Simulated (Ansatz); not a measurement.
This Ansatz 0.2.0 run on BaPm needs a look.

File input.yaml:

```yaml
crystal:
  lattice:
    - [7.49750888, 0.0, 0.0]
    - [-3.74875444, 6.49303316, 0.0]
    - [0.0, 0.0, 12.32597281]
  atoms:
    - { symbol: Pm, position: [0.6666666667, 0.3333333333, 0.0] }
    - { symbol: Ba, position: [0.0, 0.0, 0.5] }
hamiltonian:
  xc: pbe
  pseudopotentials: { kind: paw }
kpoints:
  mp_grid: { grid: [8, 8, 4] }
scf:
  occupations: { method: fermi_dirac, width: 0.05 }
  max_iter: 100
output:
  forces: true
  stress: true
  eigenvalues: true
```

Potentials or basis: Ansatz PAW.

Command:

```sh
$ ansatz run input.yaml --threads 2 --pin off --max-ram 5632MiB --backend cpu --events-out ev --progress --plain --runs-dir out
```

Output:

```text
Warning: RAYON_NUM_THREADS=2 ignored (pool sized by the plan → 2); use --threads N
band count auto-derived: 21 (N_el = 25.0; filled up to band 13; 17 by the electrons, moments and atoms)
Engine: ansatz 0.2.0, aarch64-unknown-linux-gnu
Pseudopotentials: kind: paw
Pseudopotential: Pm, paw, valence charge 15, recommended cutoff 590 eV (normal), Pm.paw.azcp
Pseudopotential: Ba, paw, valence charge 10, recommended cutoff 420 eV (normal), Ba.paw.azcp
Functional definition: PBE
  parameter kappa = 0.804
  parameter beta = 0.06672455060314922
  exchange = pbe_x(kappa = kappa, mu = beta*pi^2/3)
  correlation = pbe_c(beta = beta)
Crystal: 2 atoms, lattice volume = 600.048 Å³
Basis set: ecut = 590 eV, 19495 PW (Γ), exchange–correlation on 144×144×240 points (8 copies of the dense FFT grid, shifted against one another)
Bands: 21, of which v1, the nominal top of the filled ones, is band 13 counted from 1 (12 counted from 0)
Symmetry: 12 space group operations
Space group: P-6m2 (ITA 187), of the structure as read, at distance tolerance 8.4e-5 Å
k-points: 30 of 256 (time reversal used)
Non-local potential: Pm, projectors of the file, l = 0: 3, l = 1: 3, l = 2: 3, l = 3: 4
Non-local potential: Ba, projectors of the file, l = 0: 3, l = 1: 2, l = 2: 2, l = 3: 2
PAW form: soft (Blöchl's): semilocal exchange-correlation on the pseudo side does not see the compensation charge
PAW one-centre angular grid: Pm, 590 points (default); XC on 64 Gauss nodes
PAW one-centre angular grid: Ba, 194 points (default); XC on 64 Gauss nodes
Initial wavefunctions: pseudopotential atomic-orbital guess
Functional: x = pbe(κ = 0.804, μ = 0.2195149727645171), c = pbe(β = 0.06672455060314922)
SCF iter   1: F=—  HF=-13727.305790 eV  |F-HF|=—  |Δ(HF+E_count)|=         —  Δρ=1.81e-1  dr2=2.11e2  ethr=3.10e-3  ⟨swp⟩=8.0  Hψ=3486  notcnv=0  defer=1
preconditioner: auto → LDOS  [insulator: Δε(μ)=2.104 eV  Ē_g=3.341 eV  σ=0.050 eV  W_gap=0.64  n_scr=36 (ndim 8)  ℏωp=4.5 eV  f_vac=0.334  D(μ)=64.29/eV (n_scr^D=868)  ε∞_Penn≈2.9  β→1.0]
SCF iter   2: F=—  HF=-13858.983457 eV  |F-HF|=—  |Δ(HF+E_count)|=    1.32e2  Δρ=2.09e-1  dr2=7.05e2  ethr=3.10e-3  ⟨swp⟩=22.2  Hψ=12280  notcnv=0  defer=60  recentre
SCF iter   3: F=—  HF=-13723.448491 eV  |F-HF|=—  |Δ(HF+E_count)|=    1.36e2  Δρ=1.86e-1  dr2=2.90e2  ethr=3.10e-3  ⟨swp⟩=14.7  Hψ=6560  notcnv=0  defer=103
SCF iter   4: F=—  HF=-13719.602313 eV  |F-HF|=—  |Δ(HF+E_count)|=    3.85e0  Δρ=1.23e-1  dr2=1.19e2  ethr=3.10e-3  ⟨swp⟩=15.9  Hψ=10116  notcnv=11  defer=6
SCF iter   5: F=—  HF=-13716.529932 eV  |F-HF|=—  |Δ(HF+E_count)|=    3.07e0  Δρ=7.43e-2  dr2=5.45e1  ethr=3.10e-3  ⟨swp⟩=5.2  Hψ=1556  notcnv=0  defer=18
SCF iter   6: F=—  HF=-13716.645220 eV  |F-HF|=—  |Δ(HF+E_count)|=   1.15e-1  Δρ=1.19e-1  dr2=1.26e1  ethr=3.10e-3  ⟨swp⟩=8.6  Hψ=2860  notcnv=1  defer=29
SCF iter   7: F=—  HF=-13716.535817 eV  |F-HF|=—  |Δ(HF+E_count)|=   1.09e-1  Δρ=1.74e-1  dr2=2.84e2  ethr=3.10e-3  ⟨swp⟩=8.3  Hψ=10706  notcnv=0  recentre
automatic band count: the SCF goes on with 29 bands, as 21 were too few: the levels above may hold too much charge
```

Question: How did it end, and where is the flaw?

Answer: The calculation hadn't finished when its time ran out. The input holds a flaw that was put in on purpose: a lattice typed in bohr (crystal.lattice = [[7.49750888, 0.0, 0.0], [-3.74875444, 6.49303316, 0.0], [0.0, 0.0, 12.32597281]]).
